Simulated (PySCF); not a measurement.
# Changing the system itself: CsP (triplet)

Aim: change spin, charge, geometry, field or solvent of CsP (triplet), one at a time, and compare with the base run.

Program: PySCF 2.14.0. Level of theory: each script names its method and basis. These are calculated values, not measurements.

5 further runs of the same task are left out: 3 for a known fault of the program, 2 that didn't finish.

## 1. Starting geometry

CsP (triplet): 2 atoms, charge 0, spin multiplicity 3.

Bond lengths: Cs1–P2 3.270 Å.

## 2. The base run

The input, input.py:

```python
from pyscf import gto, scf, mp

mol = gto.M(
    atom='Cs 0 0 0; P 0 0 3.27',
    basis='def2-tzvp',
    ecp={'Cs': 'def2-tzvp'},
    charge=0,
    spin=2,
    verbose=4,
)
mf = scf.UHF(mol)
mf.kernel()
mp.MP2(mf, frozen=5).kernel()
mf.dip_moment()
print('orbital energies (hartree):', [e[max(0, n-3):n+3].round(4) for e, n in zip(mf.mo_energy, mol.nelec)])
```

Run with:

```bash
> OMP_NUM_THREADS=1 python input.py
```

Its log is not repeated here.

In short: E(SCF) = -360.575449 Eh, 10 cycles, E(MP2) − E(SCF) = -0.20724 Eh, ⟨S²⟩ = 2.016, μ = 11.56 D (of the SCF density).

The bond length is a typed value, not an optimised one. The triplet is typed in the script; nothing here shows that it is the ground state.

## 3. Charge +1 (doublet)

Edit 1 changes charge: 0 → 1; spin (2S): 2 → 1.

The input, input.py:

```python
from pyscf import gto, scf, mp

mol = gto.M(
    atom='Cs 0 0 0; P 0 0 3.27',
    basis='def2-tzvp',
    ecp={'Cs': 'def2-tzvp'},
    charge=1,
    spin=1,
    verbose=4,
)
mf = scf.UHF(mol)
mf.kernel()
mp.MP2(mf, frozen=5).kernel()
mf.dip_moment()
print('orbital energies (hartree):', [e[max(0, n-3):n+3].round(4) for e, n in zip(mf.mo_energy, mol.nelec)])
```

Run with:

```bash
> OMP_NUM_THREADS=1 python input.py
```

## 4. Bond 3.499 Å

Edit 2 changes bond length: 3.27 Å → 3.499 Å.

Edit input.py of step 2 so:

```diff
@@ -3,3 +3,3 @@
 mol = gto.M(
-    atom='Cs 0 0 0; P 0 0 3.27',
+    atom='Cs 0 0 0; P 0 0 3.499',
     basis='def2-tzvp',
```

## 5. Quintet

Edit 3 changes spin (2S): 2 → 4.

Edit input.py of step 2 so:

```diff
@@ -7,3 +7,3 @@
     charge=0,
-    spin=2,
+    spin=4,
     verbose=4,
```

## 6. Bond 3.041 Å

Edit 4 changes bond length: 3.27 Å → 3.041 Å.

Edit input.py of step 2 so:

```diff
@@ -3,3 +3,3 @@
 mol = gto.M(
-    atom='Cs 0 0 0; P 0 0 3.27',
+    atom='Cs 0 0 0; P 0 0 3.041',
     basis='def2-tzvp',
```

What does the calculation give? Wanted: for each run, E(SCF); from base; gap, α spin; SCF dipole; after the SCF.

As calculated:

```
                run  E(SCF) (hartree)  from base (eV)  cycles  gap, α spin (eV)  SCF dipole (D)                           after the SCF
               base       -360.575449               0      10              5.82           11.56  MP2 correlation -5.639 eV, core frozen
charge +1 (doublet)       -360.347627         +6.1994      10              7.99             n/a  MP2 correlation -5.076 eV, core frozen
       bond 3.499 Å       -360.576056         -0.0165      12              5.63           12.50  MP2 correlation -5.602 eV, core frozen
            quintet       -360.547532         +0.7597      12              3.73            3.04  MP2 correlation -5.184 eV, core frozen
       bond 3.041 Å       -360.568071         +0.2008      11              5.99           10.52  MP2 correlation -5.701 eV, core frozen
```

In words: The largest comparable shift of the SCF energy, +0.760 eV, comes with the run “quintet”. At the SCF level, going to the doublet with one electron fewer costs 6.20 eV at fixed geometry. The quintet solution found lies 0.76 eV above the base triplet at this geometry and level.
